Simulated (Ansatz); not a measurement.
# CH₈AlNOSi: up Jacob's ladder to CCSD(T)

One table from this session's results is given with a row withheld; the runs are named, their logs left out.

Computed with Ansatz 0.2.0, Gaussian basis. Level: functionals in def2-TZVPP, the program's frozen cores in correlated methods.

The runs, in order: PBE-D4, r2SCAN-D4, PBE0-D4, B3LYP-D4, ωB97X-V, ωB97M-V, B2PLYP; CCSD(T)/def2-TZVPP; MP2/def2-QZVPP; extrapolation to the limit.

## Structure used throughout

The geometry comes from an earlier relaxation with PBE0-D4 in a triple-zeta def2 set; it is a stationary point, not always the lowest conformer.

13 atoms, charge 0, spin multiplicity 1.

Atoms are counted from 1 here; the program's logs count them from 0.

Bond lengths: N1–C2 1.542 Å, N1–Al4 1.978 Å, N1–H6 1.014 Å, N1–H7 1.013 Å, C2–O3 1.409 Å, C2–Al4 1.981 Å, C2–Si5 1.869 Å, O3–H8 0.961 Å, Al4–H9 1.591 Å, Al4–H10 1.583 Å, Si5–H11 1.490 Å, Si5–H12 1.493 Å, Si5–H13 1.483 Å. Angles: C2–N1–Al4 67.2°, C2–N1–H6 108.6°, C2–N1–H7 115.7°, Al4–N1–H6 118.7°, Al4–N1–H7 128.3°, H6–N1–H7 109.0°, N1–C2–O3 109.2°, N1–C2–Al4 67.0°, N1–C2–Si5 113.7°, O3–C2–Al4 122.9°, O3–C2–Si5 111.0°, Al4–C2–Si5 122.6°, C2–O3–H8 108.6°, N1–Al4–C2 45.8°, N1–Al4–H9 108.5°, N1–Al4–H10 113.9°, C2–Al4–H9 112.9°, C2–Al4–H10 120.9° and more.

Coordinates:

```xyz
13

N    -1.0613    0.7793   -0.1816
C    -0.0271   -0.2214    0.3711
O    -0.5488   -0.8353    1.5276
Al    0.6359    1.6450    0.3511
Si    0.5217   -1.4995   -0.8777
H    -1.8487    0.8160    0.4565
H    -1.4019    0.5870   -1.1162
H    -0.1791   -0.3990    2.2995
H     0.4064    2.3983    1.7340
H     1.4869    2.1918   -0.8667
H     0.8313   -0.7985   -2.1557
H    -0.5347   -2.5176   -1.1523
H     1.7396   -2.1807   -0.3747
```

The first run:

File in.yaml:

```yaml
crystal:
  periodic: [false, false, false]
  atoms:
    - {symbol: N, position_ang: [-1.061320, 0.779294, -0.181626]}
    - {symbol: C, position_ang: [-0.027069, -0.221360, 0.371143]}
    - {symbol: O, position_ang: [-0.548771, -0.835264, 1.527587]}
    - {symbol: Al, position_ang: [0.635894, 1.644952, 0.351057]}
    - {symbol: Si, position_ang: [0.521700, -1.499540, -0.877695]}
    - {symbol: H, position_ang: [-1.848667, 0.816013, 0.456486]}
    - {symbol: H, position_ang: [-1.401859, 0.587048, -1.116166]}
    - {symbol: H, position_ang: [-0.179083, -0.398959, 2.299472]}
    - {symbol: H, position_ang: [0.406414, 2.398264, 1.734046]}
    - {symbol: H, position_ang: [1.486862, 2.191787, -0.866650]}
    - {symbol: H, position_ang: [0.831300, -0.798515, -2.155685]}
    - {symbol: H, position_ang: [-0.534738, -2.517646, -1.152310]}
    - {symbol: H, position_ang: [1.739635, -2.180677, -0.374661]}
basis:
  gaussian: {orbitals: def2-TZVPP}
hamiltonian: {xc: pbe, dispersion: d4}
output: {forces: true, orbitals: {seedname: orbitals}}
```

Launch:

```sh
$ ansatz run in.yaml --threads 4 --pin off --events-out ev --progress --plain --max-ram 10444MiB
```

Steps of the session up to this table: PBE-D4 (GGA); r2SCAN-D4 (meta-GGA); PBE0-D4 (hybrid); B3LYP-D4 (hybrid); ωB97X-V (range-separated); ωB97M-V (range-separated); B2PLYP (double hybrid); CCSD(T) in def2-TZVPP; MP2 in def2-QZVPP.

One table of the session follows, with a row left open; its other results are not shown here.

```
            method  atomisation energy (kJ/mol)
            PBE-D4                       4219.4
         r2SCAN-D4                       4172.7
           PBE0-D4                       4146.3
          B3LYP-D4                       4174.6
           ωB97X-V                       4205.0
           ωB97M-V                       4194.4
            B2PLYP                       4114.0
     HF/def2-TZVPP                       2919.7
    MP2/def2-TZVPP                       4090.6
   CCSD/def2-TZVPP                       3996.1
CCSD(T)/def2-TZVPP                            ?
           MP2/CBS                       4215.8
       CCSD(T)/CBS                       4182.8
```

Q: Estimate the row for CCSD(T)/def2-TZVPP from the others.

As computed: atomisation energy (kJ/mol): 4057.5. In the column «atomisation energy (kJ/mol)» it lies between CCSD/def2-TZVPP (3996.1) and MP2/def2-TZVPP (4090.6).
